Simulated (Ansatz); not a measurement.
## Ba2H3I, space group P-3m1: a calculation of the elastic constants, step by step

Program: the Ansatz DFT code, driven from Python.

Run as a notebook:

**Cell 1**
```python
from dataclasses import replace

import ansatz as az
import numpy as np
```

**Cell 2**
```python
ba2h3i = (
    az.Lattice.from_parameters(4.5364, 4.5364, 8.11955, alpha=90, beta=90, gamma=120)
    .space_group(164)
    .atom('Ba', [2 / 3, 1 / 3, 0.68472])
    .atom('H', [2 / 3, 1 / 3, 0.3561])
    .atom('H', [0.0, 0.0, 0.5])
    .atom('I', [0.0, 0.0, 0.0])
)
```

**Cell 3**
```python
[site.symbol for site in ba2h3i.resolved().sites]
```
Output:
```text
['Ba', 'Ba', 'H', 'H', 'H', 'I']
```

**Cell 4**
```python
model = (
    ba2h3i.calculation()
    .functional('lda')
    .basis(470)
    .occupations('fixed')
    .kpoints(6, 6, 3)
)
rest = model.relax(cell=True, max_steps=30).run().lattice
relaxed = az.Crystal(lattice=az.Lattice.of(rest.cell_ang))
for site in rest.sites:
    relaxed = relaxed.atom(site.symbol, site.position_frac)
model = replace(model, crystal=relaxed)
print('relaxed volume {:.3f} A^3'.format(abs(np.linalg.det(rest.cell_ang))))
res = model.elastic('relaxed_ion', amplitude=1e-06).run()
elastic = res.elastic
```
Output:
```text
relaxed volume 129.729 A^3
DeckWarning: elastic: scf.convergence.dr2_threshold = 1e-13 eV (this run's default) is looser than the 2.5e-17 eV advised at elastic.amplitude = 1e-6. Elastic constants divide stress differences by the amplitude, so a small SCF error in a stress becomes a [...]
DeckWarning: elastic: elastic.amplitude = 1e-6 is under 1e-3, the smallest value that the input manual advises. Under elastic.basis: reselect (the default) a strained cell's stress can jump where the strain carries plane waves across the cutoff. Elastic [...]
```

**Cell 5**
```python
print(np.array2string(np.round(elastic.c_gpa, 1) + 0.0, suppress_small=True))
print('Voigt stress of the unstrained cell (GPa, tension positive):', np.round(elastic.sigma0_gpa, 3) + 0.0)
print('smallest eigenvalue of C:', round(elastic.stability.min_eigenvalue_gpa, 1), 'GPa; stable:', elastic.stability.stable)
if elastic.stability.min_eigenvalue_gpa > 0:
    m = elastic.moduli
    print(f'K = {m.k_hill_gpa:.1f}, G = {m.g_hill_gpa:.1f}, E = {m.youngs_gpa:.1f} GPa, Poisson ratio {m.poisson:.3f}, K/G = {m.k_hill_gpa / m.g_hill_gpa:.2f}')
```
Output:
```text
[[ 73.   16.8  19.4 -12.    0.    0. ]
 [ 16.8  73.   19.4  12.    0.    0. ]
 [ 19.4  19.4  70.    0.    0.    0. ]
 [-12.   12.    0.   20.3   0.    0. ]
 [  0.    0.    0.    0.   20.3 -12. ]
 [  0.    0.    0.    0.  -12.   28.1]]
Voigt stress of the unstrained cell (GPa, tension positive): [0.017 0.017 0.014 0.    0.    0.   ]
smallest eigenvalue of C: 11.6 GPa; stable: True
K = 36.4, G = 21.6, E = 54.1 GPa, Poisson ratio 0.252, K/G = 1.68
```

Caveats:
- The input holds a mistake (amplitude far too small), so what it prints is no property of Ba2H3I.
- A positive definite tensor excludes instabilities under uniform strain alone; phonons elsewhere in the zone can still be imaginary.
- This cell is a computed structure, which may not be the phase found in nature.
- Warnings are shown shortened and without file and line.
- The constants belong to the cell that was strained; where it wasn't relaxed first it may be under stress.
- Finished in 2.8 min on 1 thread of Arm Neoverse V1 (shared host), peak memory 0.55 GiB.

(Lines on the test bed's own set-up are left out of the output.)
